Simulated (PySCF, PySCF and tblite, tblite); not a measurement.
# C₆H₁₀Si: a path driven as ring inversion, and NMR exchange

Aim: the barrier and rate of ring inversion in C₆H₁₀Si (`C1=CC[SiH2]C=CC1`), and what it does to NMR lines.

Computed with tblite 0.8.0 (tight binding) and PySCF 2.14.0 (DFT, with response routines of our own); each step states its level. Atoms count from 0 throughout.

### Step 1. The molecule as given

17 atoms, charge 0, multiplicity 1; geometry from: force field or distance geometry start.

Bonds of the start (Å): C0–C1 1.36, C0–C6 1.50, C0–H7 1.10, C1–C2 1.51, C1–H8 1.08, C2–H10 1.11, C2–H9 1.10, C2–Si3 1.86, C4–C5 1.34, C4–H13 1.08, C5–C6 1.51, C5–H14 1.09, C6–H15 1.08, C6–H16 1.10, Si3–C4 1.84, Si3–H11 1.50, Si3–H12 1.47.

### Step 2. GFN2-xTB relaxation, start minimum

The job: settings as JSON, then the geometry in Å.

```
{"job": {"xc": "GFN2-xTB", "basis": "xTB", "kind": "relax"}, "charge": 0, "multiplicity": 1}
C      0.885300     1.385400    -0.398200
C     -0.373300     1.652700     0.031400
C     -1.531000     0.739900     0.336100
Si    -1.404000    -1.100400     0.129500
C      0.288300    -1.617500     0.650300
C      1.417700    -1.030300     0.221300
C      1.539800     0.093800    -0.779000
H      1.529400     2.260100    -0.538500
H     -0.590500     2.697000     0.228400
H     -1.834300     0.932100     1.378500
H     -2.386100     1.081200    -0.282900
H     -2.418100    -1.806100     0.976700
H     -1.626600    -1.496400    -1.269100
H      0.328900    -2.436200     1.348800
H      2.364000    -1.409000     0.604900
H      1.191200    -0.233600    -1.751700
H      2.612100     0.299400    -0.896300
```

Command:

```console
> OMP_NUM_THREADS=1 python ens_run.py task.json out
```

The driver reads the study from task.json and runs its stages one after another.

The program printed:

```text
step      E/eV     max force
  0    -533.25917    1.849
  1    -533.31379    1.483
  2    -533.34179    0.324
  3    -533.34977    0.292
  4    -533.37562    0.384
  5    -533.38173    0.261
  6    -533.38597    0.168
  7    -533.38829    0.148
  8    -533.39096    0.150
  9    -533.39320    0.123
 10    -533.39552    0.122
 11    -533.39834    0.136
 12    -533.40165    0.160
 13    -533.40501    0.186
 14    -533.40774    0.148
 15    -533.41017    0.133
 16    -533.41336    0.188
 17    -533.41759    0.231
 18    -533.42205    0.189
 19    -533.42592    0.142
 20    -533.42925    0.130
 21    -533.43223    0.180
 22    -533.43546    0.182
 23    -533.43864    0.129
 24    -533.44124    0.092
 25    -533.44346    0.125
 26    -533.44565    0.149
 27    -533.44789    0.119
 28    -533.45009    0.112
 29    -533.45209    0.108
 30    -533.45385    0.140
 31    -533.45561    0.121
 32    -533.45765    0.113
 33    -533.45981    0.110
 34    -533.46155    0.109
 35    -533.46311    0.094
 36    -533.46429    0.072
 37    -533.46526    0.064
 38    -533.46601    0.069
 39    -533.46659    0.066
 40    -533.46705    0.050
 41    -533.46754    0.060
 42    -533.46804    0.054
 43    -533.46844    0.049
 44    -533.46869    0.035
 45    -533.46889    0.037
 46    -533.46914    0.041
 47    -533.46948    0.045
 48    -533.46985    0.038
 49    -533.47017    0.036
 50    -533.47047    0.040
 51    -533.47081    0.047
 52    -533.47125    0.063
 53    -533.47178    0.073
 54    -533.47233    0.059
 55    -533.47292    0.068
 56    -533.47364    0.082
 57    -533.47464    0.084
 58    -533.47605    0.122
 59    -533.47782    0.125
 60    -533.47989    0.097
 61    -533.48227    0.099
 62    -533.48497    0.098
 63    -533.48594    0.276
 64    -533.48840    0.188
 65    -533.49046    0.119
 66    -533.49237    0.132
 67    -533.49452    0.151
 68    -533.49754    0.115
 69    -533.50139    0.222
 70    -533.50264    0.250
 71    -533.50901    0.239
 72    -533.51311    0.198
 73    -533.51942    0.210
 74    -533.52465    0.174
 75    -533.52930    0.194
 76    -533.52514    0.430
 77    -533.53401    0.250
 78    -533.53695    0.232
 79    -533.53995    0.106
 80    -533.54417    0.232
 81    -533.54724    0.192
 82    -533.55189    0.146
 83    -533.55680    0.138
 84    -533.56071    0.127
 85    -533.56413    0.124
 86    -533.56868    0.145
 87    -533.56744    0.343
 88    -533.57543    0.173
 89    -533.57794    0.119
 90    -533.58449    0.130
 91    -533.58730    0.124
 92    -533.58999    0.097
 93    -533.59135    0.082
 94    -533.59225    0.100
 95    -533.59320    0.092
 96    -533.59482    0.076
 97    -533.59570    0.057
 98    -533.59646    0.061
 99    -533.59694    0.060
100    -533.59740    0.055
101    -533.59780    0.044
102    -533.59812    0.053
103    -533.59844    0.059
104    -533.59878    0.040
105    -533.59899    0.025
106    -533.59914    0.029
107    -533.59923    0.029
108    -533.59933    0.026
109    -533.59944    0.020
110    -533.59952    0.015
111    -533.59958    0.019
112    -533.59962    0.018
113    -533.59967    0.014
114    -533.59971    0.015
115    -533.59975    0.011
116    -533.59979    0.012
117    -533.59981    0.009
118    -533.59982    0.009
119    -533.59984    0.009
120    -533.59985    0.009
121    -533.59987    0.010
122    -533.59989    0.009
123    -533.59991    0.007
124    -533.59992    0.007
125    -533.59993    0.007
126    -533.59993    0.005
127    -533.59993    0.004
128    -533.59994    0.004
129    -533.59994    0.004
130    -533.59994    0.002
```

Run time: 1.5 s. Hardware: 1 thread of AMD EPYC 7R43, shared host.

The energy fell by 0.341 eV, and the atoms moved 0.84 Å (root mean square).

### Step 3. Relaxed scan, ring torsion 6 driven

The job: settings as JSON, then the geometry in Å.

```
{"job": {"xc": "GFN2-xTB", "basis": "xTB", "coordinate": [["t", [5, 6, 0, 1], 1.0]], "kind": "drive"}, "charge": 0, "multiplicity": 1}
C      0.885983     1.373976     0.066519
C     -0.403044     1.567661     0.305742
C     -1.485483     0.714872    -0.261395
Si    -1.388116    -1.039753     0.485701
C      0.389819    -1.650198     0.471924
C      1.442013    -1.046602    -0.069488
C      1.406864     0.265687    -0.806029
H      1.627834     2.014663     0.521667
H     -0.708695     2.366570     0.967773
H     -2.459489     1.164139    -0.075346
H     -1.368407     0.639861    -1.344669
H     -1.864617    -1.000310     1.876112
H     -2.239735    -1.941898    -0.305292
H      0.564744    -2.591740     0.980366
H      2.424008    -1.499996     0.014367
H      0.759318     0.161778    -1.681803
H      2.410006     0.513320    -1.156061
```

The program printed:

```text
point  coordinate     E/eV
  0    -67.100     -533.56203
  1    -53.700     -533.51129
  2    -40.300     -533.45667
  3    -26.900     -533.41904
  4    -13.500     -533.39148
  5     -0.200     -533.37145
  6     13.200     -533.36114
  7     26.700     -533.36788
  8     40.200     -533.39596
  9     53.500     -533.43670
 10     66.900     -533.48591
 11     79.700     -533.58627
```

It took 6.5 s on 1 thread of AMD EPYC 7R43, shared host.

The highest point is number 6, 4.6 kcal/mol above the first.

### Step 4. Nudged elastic band, leg 1

The job, as its differences from that of step 3:

```diff
@@ -1,2 +1,2 @@
-{"job": {"xc": "GFN2-xTB", "basis": "xTB", "coordinate": [["t", [5, 6, 0, 1], 1.0]], "kind": "drive"}, "charge": 0, "multiplicity": 1}
+{"job": {"xc": "GFN2-xTB", "basis": "xTB", "kind": "neb"}, "charge": 0, "multiplicity": 1}
 C      0.885983     1.373976     0.066519
```

The program printed:

```text
image   E - E0 / eV
  0       0.0000
  1       0.0780
  2       0.1987
  3       0.2350
  4       0.1419
  5       0.0657
  6       0.0000
```

It took 2.4 s on 1 thread of AMD EPYC 7R43, shared host; peak memory 0.2 GiB.

The highest point is number 3, 5.4 kcal/mol above the first.

### Step 5. Saddle search, leg 1

The job: settings as JSON, then the geometry in Å.

```
{"job": {"xc": "GFN2-xTB", "basis": "xTB", "kind": "saddle"}, "charge": 0, "multiplicity": 1}
C      0.745727     1.457207    -0.188823
C     -0.573949     1.578484    -0.182427
C     -1.641388     0.532569    -0.151756
Si    -1.190389    -1.009185     0.868586
C      0.204405    -1.769410    -0.128927
C      1.279123    -1.097799    -0.520904
C      1.684865     0.282557    -0.093031
H      1.305852     2.386408    -0.229058
H     -0.956191     2.593649    -0.228042
H     -2.561195     0.987831     0.218265
H     -1.849275     0.221467    -1.179287
H     -0.792639    -0.636000     2.232436
H     -2.333350    -1.929284     0.919357
H      0.091455    -2.787925    -0.478528
H      2.009162    -1.586866    -1.158137
H      2.580163     0.556088    -0.659058
H      1.997625     0.220209     0.959337
```

The program printed:

```text
step      E/eV     max force
  0    -533.36492   0.0362
  1    -533.36242   0.0629
  2    -533.36076   0.1763
  3    -533.36221   0.0147
  4    -533.36201   0.0374
  5    -533.36207   0.0054
  6    -533.36205   0.0022
lowest wavenumbers (cm-1): -92.0 118.8 217.8 275.1 341.5 374.0
```

Wall time 6.6 s (1 thread of AMD EPYC 7R43, shared host); peak memory 0.2 GiB.

Point group C1; 1 imaginary mode, 92i cm⁻¹, carried by C6, H15, H16. Steps downhill from it reached both ends.

### Step 6. Shieldings, start: PBE0/pcSseg-1

The job: settings as JSON, then the geometry in Å.

```
{"job": {"kind": "nmr", "xc": "PBE0", "basis": "pcSseg-1", "pop": false}, "charge": 0, "multiplicity": 1}
C      0.885983     1.373976     0.066519
C     -0.403044     1.567661     0.305742
C     -1.485483     0.714872    -0.261395
Si    -1.388116    -1.039753     0.485701
C      0.389819    -1.650198     0.471924
C      1.442013    -1.046602    -0.069488
C      1.406864     0.265687    -0.806029
H      1.627834     2.014663     0.521667
H     -0.708695     2.366570     0.967773
H     -2.459489     1.164139    -0.075346
H     -1.368407     0.639861    -1.344669
H     -1.864617    -1.000310     1.876112
H     -2.239735    -1.941898    -0.305292
H      0.564744    -2.591740     0.980366
H      2.424008    -1.499996     0.014367
H      0.759318     0.161778    -1.681803
H      2.410006     0.513320    -1.156061
```

The program printed:

```text
coarse grid: 14344 points
cycle   1  E = -523.5629688695  dE =  8.114e-01  |g| = 4.348e-01  |ddm| = 3.753e+00
cycle   2  E = -523.5511921681  dE =  1.178e-02  |g| = 4.877e-01  |ddm| = 8.746e-01
cycle   3  E = -523.6142283228  dE = -6.304e-02  |g| = 4.402e-02  |ddm| = 5.219e-01
cycle   4  E = -523.6145296333  dE = -3.013e-04  |g| = 2.701e-02  |ddm| = 6.712e-02
cycle   5  E = -523.6146945770  dE = -1.649e-04  |g| = 1.084e-02  |ddm| = 3.180e-02
cycle   6  E = -523.6147251385  dE = -3.056e-05  |g| = 1.439e-03  |ddm| = 1.122e-02
cycle   7  E = -523.6147256217  dE = -4.832e-07  |g| = 5.546e-04  |ddm| = 1.882e-03
final grid: 132896 points
cycle   8  E = -523.6583712767  dE = -4.297e-05  |g| = 8.073e-03  |ddm| = 3.499e-02
cycle   9  E = -523.6583640507  dE =  7.226e-06  |g| = 9.637e-03  |ddm| = 1.673e-02
cycle  10  E = -523.6583886782  dE = -2.463e-05  |g| = 9.204e-04  |ddm| = 9.617e-03
cycle  11  E = -523.6583888471  dE = -1.689e-07  |g| = 4.290e-04  |ddm| = 1.117e-03
cycle  12  E = -523.6583888928  dE = -4.567e-08  |g| = 6.639e-05  |ddm| = 3.871e-04
cycle  13  E = -523.6583888934  dE = -6.015e-10  |g| = 4.479e-05  |ddm| = 1.007e-04
cycle  14  E = -523.6583888939  dE = -5.343e-10  |g| = 6.320e-06  |ddm| = 4.434e-05
converged SCF energy = -523.6583888939

GIAO shielding tensors (ppm)
atom      isotropic    diamagn.    paramagn.     s11        s22        s33       span
  0 C       45.542     255.829    -210.287    -72.784     57.579    151.832    224.616
  1 C       52.763     256.082    -203.319    -56.847     58.702    156.434    213.281
  2 C      173.125     253.630     -80.505    158.362    173.356    187.658     29.296
  3 Si     418.167     880.001    -461.834    400.919    408.105    445.477     44.558
  4 C       57.613     259.625    -202.012    -54.888     60.202    167.524    222.412
  5 C       26.479     253.443    -226.964   -100.671     21.498    158.609    259.280
  6 C      154.314     250.132     -95.818    133.852    157.408    171.682     37.829
  7 H       25.383      31.678      -6.294     22.923     25.485     27.742      4.819
  8 H       25.519      31.424      -5.906     23.143     26.121     27.291      4.148
  9 H       30.106      29.985       0.121     25.818     27.682     36.817     10.999
 10 H       29.357      31.493      -2.136     25.594     28.241     34.236      8.642
 11 H       27.429      28.799      -1.370     23.996     25.570     32.721      8.726
 12 H       27.255      28.475      -1.220     24.338     24.977     32.450      8.112
 13 H       25.903      29.526      -3.622     24.414     25.705     27.591      3.177
 14 H       24.428      30.303      -5.875     22.332     23.941     27.012      4.680
 15 H       28.350      31.622      -3.273     25.538     28.237     31.273      5.735
 16 H       29.209      30.566      -1.357     25.281     27.462     34.884      9.603
```

Run time: 32 s. Hardware: 1 thread of AMD EPYC 7R43, shared host; peak memory 0.81 GiB.

Key values: HOMO -6.72 eV, LUMO -0.38 eV; dipole 0.64 D.

### Step 7. Shieldings, saddle of leg 1: PBE0/pcSseg-1

The job: settings as JSON, then the geometry in Å.

```
{"job": {"kind": "nmr", "xc": "PBE0", "basis": "pcSseg-1", "pop": false}, "charge": 0, "multiplicity": 1}
C      0.737687     1.456276    -0.133329
C     -0.581990     1.579259    -0.142727
C     -1.640473     0.526799    -0.197162
Si    -1.209516    -0.994388     0.865115
C      0.196343    -1.770538    -0.102026
C      1.270556    -1.108051    -0.512002
C      1.685541     0.286250    -0.143664
H      1.299748     2.384711    -0.087637
H     -0.965481     2.593781    -0.109057
H     -2.588810     0.969190     0.109565
H     -1.772227     0.202647    -1.232774
H     -0.819196    -0.583095     2.219330
H     -2.348235    -1.919351     0.934327
H      0.096556    -2.802840    -0.413519
H      2.009796    -1.623213    -1.118721
H      2.512709     0.570999    -0.802791
H      2.116993     0.231566     0.867072
```

The program printed:

```text
coarse grid: 14344 points
cycle   1  E = -523.5578357327  dE =  8.037e-01  |g| = 4.366e-01  |ddm| = 3.789e+00
cycle   2  E = -523.5424787059  dE =  1.536e-02  |g| = 5.017e-01  |ddm| = 9.075e-01
cycle   3  E = -523.6093552744  dE = -6.688e-02  |g| = 6.302e-02  |ddm| = 5.556e-01
cycle   4  E = -523.6099431183  dE = -5.878e-04  |g| = 4.145e-02  |ddm| = 9.057e-02
cycle   5  E = -523.6103951886  dE = -4.521e-04  |g| = 7.637e-03  |ddm| = 4.348e-02
cycle   6  E = -523.6104095402  dE = -1.435e-05  |g| = 1.062e-03  |ddm| = 9.869e-03
cycle   7  E = -523.6104098413  dE = -3.011e-07  |g| = 2.727e-04  |ddm| = 1.665e-03
final grid: 132896 points
cycle   8  E = -523.6526452500  dE = -2.990e-05  |g| = 7.495e-03  |ddm| = 3.067e-02
cycle   9  E = -523.6526392438  dE =  6.006e-06  |g| = 8.917e-03  |ddm| = 1.646e-02
cycle  10  E = -523.6526606558  dE = -2.141e-05  |g| = 6.275e-04  |ddm| = 9.434e-03
cycle  11  E = -523.6526607221  dE = -6.630e-08  |g| = 3.494e-04  |ddm| = 8.468e-04
cycle  12  E = -523.6526607529  dE = -3.078e-08  |g| = 5.413e-05  |ddm| = 3.182e-04
cycle  13  E = -523.6526607535  dE = -5.904e-10  |g| = 2.541e-05  |ddm| = 8.183e-05
converged SCF energy = -523.6526607535

GIAO shielding tensors (ppm)
atom      isotropic    diamagn.    paramagn.     s11        s22        s33       span
  0 C       55.276     254.752    -199.477    -52.743     67.769    150.801    203.545
  1 C       51.722     254.588    -202.866    -57.395     60.053    152.507    209.902
  2 C      171.877     253.113     -81.237    159.434    172.535    183.662     24.227
  3 Si     400.548     880.674    -480.126    364.671    402.889    434.084     69.413
  4 C       51.774     261.071    -209.297    -66.184     51.165    170.341    236.525
  5 C       28.319     253.372    -225.054    -98.098     31.484    151.571    249.669
  6 C      147.481     248.725    -101.244    132.758    143.285    166.399     33.641
  7 H       26.265      30.266      -4.002     22.964     26.860     28.970      6.005
  8 H       25.444      30.277      -4.833     22.104     25.885     28.343      6.239
  9 H       30.295      30.092       0.203     25.526     28.601     36.758     11.233
 10 H       29.804      31.148      -1.343     26.425     27.438     35.551      9.125
 11 H       27.140      29.240      -2.100     24.757     25.169     31.494      6.737
 12 H       27.267      29.140      -1.873     23.652     25.181     32.968      9.316
 13 H       25.198      30.225      -5.027     23.611     24.871     27.110      3.499
 14 H       24.467      30.061      -5.594     22.145     23.662     27.593      5.447
 15 H       28.506      29.631      -1.124     23.652     28.349     33.518      9.866
 16 H       28.130      29.546      -1.416     25.123     26.502     32.763      7.640
```

It took 27 s on 1 thread of AMD EPYC 7R43, shared host; peak memory 0.84 GiB.

In short: HOMO -6.92 eV, LUMO -0.31 eV; dipole 0.62 D.

### Step 8. Kinetics and line shapes

The job: settings as JSON, then the geometry in Å.

```
{"job": {"smiles": "C1=CC[SiH2]C=CC1", "charge": 0, "mult": 1, "motion": "ring", "what": "7-membered ring", "atoms": [0, 1, 2, 3, 4, 5, 6], "ring": [0, 1, 2, 3, 4, 5, 6], "study": "path", "level": {"kind": "nmr", "xc": "PBE0", "basis": "pcSseg-1"}, "fields": [200, 250, 270], "first": 3, "seed": 594, "kind": "path"}, "charge": 0, "multiplicity": 1}
C      0.885983     1.373976     0.066519
C     -0.403044     1.567661     0.305742
C     -1.485483     0.714872    -0.261395
Si    -1.388116    -1.039753     0.485701
C      0.389819    -1.650198     0.471924
C      1.442013    -1.046602    -0.069488
C      1.406864     0.265687    -0.806029
H      1.627834     2.014663     0.521667
H     -0.708695     2.366570     0.967773
H     -2.459489     1.164139    -0.075346
H     -1.368407     0.639861    -1.344669
H     -1.864617    -1.000310     1.876112
H     -2.239735    -1.941898    -0.305292
H      0.564744    -2.591740     0.980366
H      2.424008    -1.499996     0.014367
H      0.759318     0.161778    -1.681803
H      2.410006     0.513320    -1.156061
```

The program printed:

```text
stationary points (kcal/mol above the start)
  n  kind          group   xTB      DFT    lowest mode
  0  minimum      C1       0.00     0.00      71.3
  1  saddle       C1       5.49     3.78     -92.0
  2  minimum      C1       0.00     0.00      71.5

GFN2-xTB energies: T/K, barrier G, reaction G (kcal/mol), k forward, k back (1/s)
 150.00     5.25     0.00    1.4e+05   1.42e+05
 200.00     5.30     0.01   1.34e+07   1.36e+07
 250.00     5.36     0.01   2.13e+08   2.16e+08
 298.15     5.43     0.01   1.29e+09    1.3e+09
 350.00     5.52     0.01    5.2e+09   5.25e+09
 400.00     5.62     0.01   1.43e+10   1.44e+10
 500.00     5.83     0.01   5.89e+10   5.94e+10

PBE0/pcSseg-1 + D3(BJ) energies: T/K, barrier G, reaction G (kcal/mol), k forward, k back (1/s)
 150.00     3.55     0.00   4.24e+07   4.31e+07
 200.00     3.60     0.01   9.78e+08   9.91e+08
 250.00     3.66     0.01   6.59e+09   6.67e+09
 298.15     3.73     0.01   2.29e+10   2.32e+10
 350.00     3.82     0.01   6.03e+10   6.09e+10
 400.00     3.91     0.01   1.22e+11   1.23e+11
 500.00     4.13     0.01   3.28e+11    3.3e+11
```

It took 83 s on 1 thread of AMD EPYC 7R43, shared host; peak memory 0.84 GiB. This counts the whole study up to here.

Barriers by level (kcal/mol; entropies in cal/(mol K)). Zero-point and thermal terms come from xTB in every row. ΔG‡ leaves symmetry out; the rate counts equivalent paths (a factor of 2); effective ΔG‡, where given, is the barrier that would give that rate by Eyring's equation alone:

```csv
level,ΔE‡,with zero-point,ΔH‡,ΔS‡,ΔG‡ (298 K),ΔE of reaction,k at 298 K (1/s),effective ΔG‡
GFN2-xTB,5.49,5.17,4.82,-2.1,5.43,0.00,1.3e+09,5.02
PBE0/pcSseg-1 + D3(BJ),3.78,3.47,3.11,-2.1,3.73,0.00,2.3e+10,3.32
```

Sites that the driver pairs across this motion, and where their lines would merge (no couplings; faster rotations or exchange between molecules can average them sooner):

```csv
nucleus,sites: shielding (ppm),proton frequency (MHz),spread (Hz),coalescence (K),lines at 298 K
¹H,H15: 28.35; H16: 29.21,200,172,77,1
¹H,H15: 28.35; H16: 29.21,250,215,78,1
¹H,H15: 28.35; H16: 29.21,270,232,78,1
¹H,H9: 30.11; H10: 29.36,200,150,77,1
¹H,H9: 30.11; H10: 29.36,250,187,77,1
¹H,H9: 30.11; H10: 29.36,270,202,78,1
¹H,H11: 27.43; H12: 27.25,200,35,72,1
¹H,H11: 27.43; H12: 27.25,250,44,73,1
¹H,H11: 27.43; H12: 27.25,270,47,73,1
```

### Step 9. Outcome

```
                        quantity                              value
barrier (PBE0/pcSseg-1 + D3(BJ))   ΔE‡ 3.8, ΔG‡(298 K) 3.7 kcal/mol
              barrier (GFN2-xTB)                   ΔE‡ 5.5 kcal/mol
                   rate at 298 K                        2.3e+10 s⁻¹
                 end of the path  the start, renumbered or mirrored
           coalescence of ¹H H15                    78 K at 270 MHz
```

The barrier is 3.8 kcal/mol at the DFT level (xTB: 5.5); with thermal terms and the count of paths the DFT value gives a rate of 2.3e+10 s⁻¹ at 298 K. An error of 1.4 kcal/mol changes that rate tenfold. The ¹H lines of H15 and its partners, 232 Hz apart at 270 MHz, merge at 78 K, so by this path alone the exchange at 298 K is fast for them; other paths were not followed.
